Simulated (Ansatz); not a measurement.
# CH₄ClInSe: how energies converge with the basis set

Aim: see how fast density functionals converge with the basis set for CH₄ClInSe.

Program: Ansatz 0.2.0, Gaussian basis. Level of theory: one geometry, several basis sets. These are calculated values, not measurements.

The runs, in order: PBE0-D4/def2-SVP; ωB97M-V/def2-SVP; PBE0-D4/def2-QZVPP; ωB97M-V/def2-QZVPP; the functionals' def2-TZVPP values are taken from earlier runs.

### 1 The relaxed structure

All runs share one geometry, relaxed beforehand with PBE0-D4 in a triple-zeta def2 set. In takes the def2 core potential; no spin-orbit term is included.

SMILES `C[Se][InH][Cl]`, 8 atoms, charge 0, spin multiplicity 1.

Atoms are counted from 1 here; the program's logs count them from 0.

Bond lengths: C1–Se2 1.962 Å, C1–H5 1.086 Å, C1–H6 1.089 Å, C1–H7 1.086 Å, Se2–In3 2.475 Å, In3–Cl4 2.344 Å, In3–H8 1.701 Å. Angles: Se2–C1–H5 110.5°, Se2–C1–H6 105.6°, Se2–C1–H7 110.3°, H5–C1–H6 110.0°, H5–C1–H7 110.2°, H6–C1–H7 110.0°, C1–Se2–In3 99.1°, Se2–In3–Cl4 111.2°, Se2–In3–H8 131.3°, Cl4–In3–H8 117.6°.

### 2 PBE0-D4 in def2-SVP

Contents of in.yaml:

```yaml
crystal:
  periodic: [false, false, false]
  atoms:
    - {symbol: C, position_ang: [-0.381394, 1.400428, -0.335469]}
    - {symbol: Se, position_ang: [0.417106, 0.722857, 1.323493]}
    - {symbol: In, position_ang: [0.592401, -1.671801, 0.722170]}
    - {symbol: Cl, position_ang: [-0.244140, -2.067227, -1.431310]}
    - {symbol: H, position_ang: [-1.318854, 0.891709, -0.541504]}
    - {symbol: H, position_ang: [-0.562067, 2.460018, -0.162936]}
    - {symbol: H, position_ang: [0.306608, 1.270502, -1.166108]}
    - {symbol: H, position_ang: [1.190340, -3.006476, 1.591675]}
basis:
  gaussian: {orbitals: def2-SVP}
hamiltonian: {xc: pbe0, dispersion: d4}
output: {orbitals: {seedname: orbitals}}
```

After this run come: ωB97M-V in def2-SVP; PBE0-D4 in def2-QZVPP; ωB97M-V in def2-QZVPP.

Q: Predict the results of all the runs planned. Wanted: PBE0-D4: double and triple zeta above quadruple; ωB97M-V: double and triple zeta above quadruple.

The runs gave:

```
                                       quantity           value
PBE0-D4: double and triple zeta above quadruple  15.68, 1.85 eV
ωB97M-V: double and triple zeta above quadruple  15.65, 1.79 eV
```

In words: PBE0-D4 gains 13.83 eV from double to triple zeta, then 1.85 eV more. These are total energies; as a rule much of such shifts cancels in differences, which this series doesn't test.
